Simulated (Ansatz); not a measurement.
# CH4SiTe (SMILES C1[SiH2][Te]1): functionals against CCSD(T) at one geometry

The task here is to estimate one member of a computed series from the others.

Method: single points in def2-TZVPP; program: Ansatz 0.2.0, Gaussian basis.

Correlated methods freeze the cores. Filled d shells of the heavier atoms are correlated. Core potentials replace the inner electrons past krypton, and spin-orbit coupling is left out.

**The system as given**

SMILES `C1[SiH2][Te]1`, 7 atoms, charge 0, spin multiplicity 1.

Atoms are counted from 1 here; the program's logs count them from 0.

Bond lengths: C1–Si2 1.898 Å, C1–Te3 2.332 Å, C1–H4 0.885 Å, C1–H5 1.142 Å, Si2–Te3 2.498 Å, Si2–H6 1.441 Å, Si2–H7 1.453 Å. Angles: Si2–C1–Te3 71.6°, Si2–C1–H4 120.6°, Si2–C1–H5 130.4°, Te3–C1–H4 108.6°, Te3–C1–H5 119.2°, H4–C1–H5 102.3°, C1–Si2–Te3 62.3°, C1–Si2–H6 124.0°, C1–Si2–H7 109.0°, Te3–Si2–H6 120.7°, Te3–Si2–H7 110.8°, H6–Si2–H7 117.9°, C1–Te3–Si2 46.1°.

As a file:

```xyz
7
CH4SiTe
C    -0.7474   -0.2357   -0.5246
Si    0.6461    0.5902    0.4641
Te    0.2163   -1.8373    0.8702
H    -0.6188   -0.4796   -1.3657
H    -1.8772   -0.0734   -0.4888
H     0.4283    1.5605    1.5071
H     1.7977    0.7722   -0.4030
```

Set-up of the first run:

run/in.yaml reads:

```yaml
crystal:
  periodic: [false, false, false]
  atoms:
    - {symbol: C, position_ang: [-0.747400, -0.235700, -0.524600]}
    - {symbol: Si, position_ang: [0.646100, 0.590200, 0.464100]}
    - {symbol: Te, position_ang: [0.216300, -1.837300, 0.870200]}
    - {symbol: H, position_ang: [-0.618800, -0.479600, -1.365700]}
    - {symbol: H, position_ang: [-1.877200, -0.073400, -0.488800]}
    - {symbol: H, position_ang: [0.428300, 1.560500, 1.507100]}
    - {symbol: H, position_ang: [1.797700, 0.772200, -0.403000]}
basis:
  gaussian: {orbitals: def2-TZVPP}
correlation: {method: ccsd_t}
output: {forces: true}
```

No record of the launch command was kept for these runs.

Among the steps run: CCSD(T)/def2-TZVPP; PBE0-D4/def2-TZVPP; wB97M-V/def2-TZVPP; r2SCAN-D4/def2-TZVPP; PBE-D4/def2-TZVPP; SPW92/def2-TZVPP; r2SCAN0-D4/def2-TZVPP.

One table of the session follows, with a row left open; its other results are not shown here.

| method | RMS force component (eV/Å) | angle to CCSD(T) forces (°) | dipole (D) |
| --- | --- | --- | --- |
| CCSD(T) | 4.066 | reference | 1.73 |
| PBE0-D4 | 4.102 | 1.4 | 1.74 |
| wB97M-V | ? | ? | ? |
| r2SCAN-D4 | 4.055 | 1.0 | 1.75 |
| PBE-D4 | 4.088 | 1.7 | 1.55 |
| SPW92 | 4.187 | 3.1 | 1.60 |
| r2SCAN0-D4 | 4.070 | 1.9 | 1.87 |

Q: Estimate the row for wB97M-V from the others.

**Answer.** RMS force component (eV/Å): 4.054; angle to CCSD(T) forces (°): 1.8; dipole (D): 1.83. In the column «RMS force component (eV/Å)» it is the lowest.

To keep in mind: The reference is not at the basis limit: in triple zeta CCSD(T) underbinds, which counts against methods that bind more; the gaps are no ranking.
